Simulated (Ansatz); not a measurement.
# triplet [SiF5]−: levels of theory compared

Wanted: a comparison of 3 runs (UBLYP/6-31G*, UPBE-QIDH/6-31G*, UPBE0/6-31G*) of triplet [SiF5]−. 

The results are computed with Ansatz 0.2.0.

19 further runs of the same task are left out: 16 that didn't finish, 3 set aside as unsound or not needed. Runs told in other sessions of the task aren't counted.

**1. The system as given**

[SiF5]− has 6 atoms, charge -1, and is taken as a triplet. SMILES of the parent species: `F[Si-](F)(F)(F)F`. The shape is that of a PBE0-D4/def2-TZVPD optimisation. That shape belongs to the parent species and isn't relaxed for this state.

Bond lengths: F1–Si2 1.669 Å, Si2–F3 1.628 Å, Si2–F4 1.628 Å, Si2–F5 1.669 Å, Si2–F6 1.627 Å. Angles: F1–Si2–F3 90.0°, F1–Si2–F4 90.0°, F1–Si2–F5 180.0°, F1–Si2–F6 90.0°, F3–Si2–F4 120.0°, F3–Si2–F5 90.0°, F3–Si2–F6 120.0°, F4–Si2–F5 90.0°, F4–Si2–F6 120.0°, F5–Si2–F6 90.0°.

**2. A single-point energy at UBLYP/6-31G(d) (spherical functions) (run 1)**

File input.yaml:

```yaml
crystal:
  periodic: [false, false, false]
  atoms:
    - {symbol: F, position_ang: [-0.716900, -1.106000, 1.023500]}
    - {symbol: Si, position_ang: [-0.000000, -0.000000, -0.000000]}
    - {symbol: F, position_ang: [-1.466700, 0.583500, -0.396400]}
    - {symbol: F, position_ang: [0.651500, -1.218400, -0.860200]}
    - {symbol: F, position_ang: [0.716500, 1.105800, -1.024000]}
    - {symbol: F, position_ang: [0.815500, 0.635100, 1.257000]}
basis:
  gaussian:
    orbitals: 6-31G_st_-spherical.json
total_charge: -1
magnetization:
  spin_polarized: true
  initial_magnetization: 2
hamiltonian:
  xc: {name: BLYP}
accuracy: high
output: {orbitals: {seedname: orbitals}}
```

The basis set 6-31G* is read from a file made from the Basis Set Exchange's data (not shown).

On the command line:

```
$ ansatz run input.yaml --threads 1 --pin off --max-ram 3480MiB --events-out events.jsonl --progress --plain --runs-dir runs
```

Log:

```text
Warning: RAYON_NUM_THREADS=1 ignored (pool sized by the plan → 1); use --threads N
Functional definition: BLYP
  name "BLYP"
  parameter beta = 0.0042
  parameter a = 0.04918
  parameter b = 0.132
  parameter c = 0.2533
  parameter d = 0.349
  exchange = b88_x(beta = beta)
  correlation = lyp_c(a = a, b = b, c = c, d = d)
1915 factors; integrals over basis functions are off by at most 3.2e-9 eV
mean field evaluation 1: about -21459.1114 eV, gradient 1.5e1 eV
mean field evaluation 2: about -21451.3734 eV, gradient 4.7e1 eV
mean field evaluation 4: about -21459.0395 eV, gradient 1.5e1 eV
mean field evaluation 8: about -21459.9045 eV, gradient 4.7e-4 eV
mean field evaluation 16: about -21458.8426 eV, gradient 8.9e0 eV
mean field evaluation 32: about -21456.5495 eV, gradient 1.3e1 eV
mean field evaluation 64: about -21459.8692 eV, gradient 2.8e0 eV
mean field evaluation 96: about -21459.8686 eV, gradient 5.0e-1 eV
mean field -21459.90446146 eV, -788.6369429131 hartree, gradient 3.4e-8 eV, S^2 2.001146; 8 other end points of the search recorded, 0 dependent functions left out
reference -21459.90451208 eV, -788.6369447733 hartree; 31, 29 occupied and 57, 59 virtual orbitals, 1915 factors
Total energy: -21459.90451208 eV, -788.6369447733 hartree
```

Wall time 42 s (1 thread of AMD EPYC 7R43 (Zen 3), shared host); peak memory 0.31 GiB.

**3. The energy at UPBE-QIDH/6-31G(d) (spherical functions) (run 2)**

File input.yaml:

```yaml
crystal:
  periodic: [false, false, false]
  atoms:
    - symbol: F
      position_ang: [-0.716900, -1.106000, 1.023500]
    - symbol: Si
      position_ang: [-0.000000, -0.000000, -0.000000]
    - symbol: F
      position_ang: [-1.466700, 0.583500, -0.396400]
    - symbol: F
      position_ang: [0.651500, -1.218400, -0.860200]
    - symbol: F
      position_ang: [0.716500, 1.105800, -1.024000]
    - symbol: F
      position_ang: [0.815500, 0.635100, 1.257000]
basis:
  gaussian: {orbitals: 6-31G_st_-spherical.json}
total_charge: -1
magnetization: {spin_polarized: true, initial_magnetization: 2}
hamiltonian: {xc: {name: PBE-QIDH}}
correlation: {frozen_orbitals: {F: 1, Si: 5}}
accuracy: high
output: {orbitals: {seedname: orbitals}}
```

The basis set 6-31G* is read from a file made from the Basis Set Exchange's data (not shown).

On the command line:

```
$ ansatz run input.yaml --threads 1 --pin off --max-ram 3480MiB --events-out events.jsonl --progress --plain --runs-dir runs
```

Log, cut to the lines that bear on the results:

```text
Warning: RAYON_NUM_THREADS=1 ignored (pool sized by the plan → 1); use --threads N
Functional definition: PBE-QIDH
  name "PBE-QIDH"
[...]
1915 factors; integrals over basis functions are off by at most 3.2e-9 eV
[...]
mean field -21425.79747446 eV, -787.3835342591 hartree, gradient 7.5e-8 eV, S^2 2.008065; 4 other end points of the search recorded, 0 dependent functions left out
10 core orbitals not correlated: weight in the atoms' cores, before any rotation towards them, 1.000 or more for the frozen orbitals, at most 0.000 for the correlated occupied ones
reference -21425.79747560 eV, -787.3835343013 hartree; 21, 19 occupied and 57, 59 virtual orbitals, 1915 factors
second order -28.71162973 eV of doubles, -0.00000000 eV of singles
Total energy: -21435.36801885 eV, -787.7352452783 hartree
```

Run time: 30 s. Hardware: 1 thread of AMD EPYC 7R43 (Zen 3), shared host; peak memory 0.51 GiB.

**4. A single-point energy at UPBE0/6-31G(d) (spherical functions) (run 3)**

File run.yaml:

```yaml
crystal:
  periodic: [false, false, false]
  atoms:
    - {symbol: F, position_ang: [-0.716900, -1.106000, 1.023500]}
    - {symbol: Si, position_ang: [-0.000000, -0.000000, -0.000000]}
    - {symbol: F, position_ang: [-1.466700, 0.583500, -0.396400]}
    - {symbol: F, position_ang: [0.651500, -1.218400, -0.860200]}
    - {symbol: F, position_ang: [0.716500, 1.105800, -1.024000]}
    - {symbol: F, position_ang: [0.815500, 0.635100, 1.257000]}
basis:
  gaussian:
    orbitals: 6-31G_st_-spherical.json
total_charge: -1
magnetization:
  spin_polarized: true
  initial_magnetization: 2
hamiltonian:
  xc: {name: PBE0}
accuracy: high
output:
  orbitals: {seedname: orbitals}
```

The basis set 6-31G* is read from a file made from the Basis Set Exchange's data (not shown).

On the command line:

```
$ ansatz run run.yaml --threads 1 --pin off --max-ram 3480MiB --events-out events.jsonl --progress --plain --runs-dir runs
```

Log, cut to the lines that bear on the results:

```text
Warning: RAYON_NUM_THREADS=1 ignored (pool sized by the plan → 1); use --threads N
Functional definition: PBE0
  name "PBE0"
[...]
1915 factors; integrals over basis functions are off by at most 3.2e-9 eV
[...]
mean field -21444.22519082 eV, -788.0607403446 hartree, gradient 7.3e-8 eV, S^2 2.004059; 12 other end points of the search recorded, 0 dependent functions left out
reference -21444.22519357 eV, -788.0607404457 hartree; 31, 29 occupied and 57, 59 virtual orbitals, 1915 factors
Total energy: -21444.22519357 eV, -788.0607404457 hartree
```

Run time: 2.3 min. Hardware: 1 thread of AMD EPYC 7R43 (Zen 3), shared host; peak memory 0.52 GiB.

**5. The series**

| run | level | frozen core orbitals | energy (Eh) | HOMO energy (eV) | ⟨S²⟩ | wall time |
| --- | --- | --- | --- | --- | --- | --- |
| 1 | UBLYP/6-31G* (spherical functions) | – | -788.636945 | 6.39 | 2.001 | 42 s |
| 2 | UPBE-QIDH/6-31G* (spherical functions) | 10 | -787.735245 | 3.85 | 2.008 | 30 s |
| 3 | UPBE0/6-31G* (spherical functions) | – | -788.060740 | 5.52 | 2.004 | 2.3 min |

**6. What came out**

```
                                 quantity          value
                      run 3: total energy  -788.06074 Eh
run 3: HOMO energy (highest over α and β)        5.52 eV
                              run 3: ⟨S²⟩          2.004
```

Totals of different functionals can't be ranked against each other. In all runs the HOMO lies above zero, from self-interaction, a short basis or an electron that isn't bound. All runs together took 3.6 min, the longest 2.3 min.
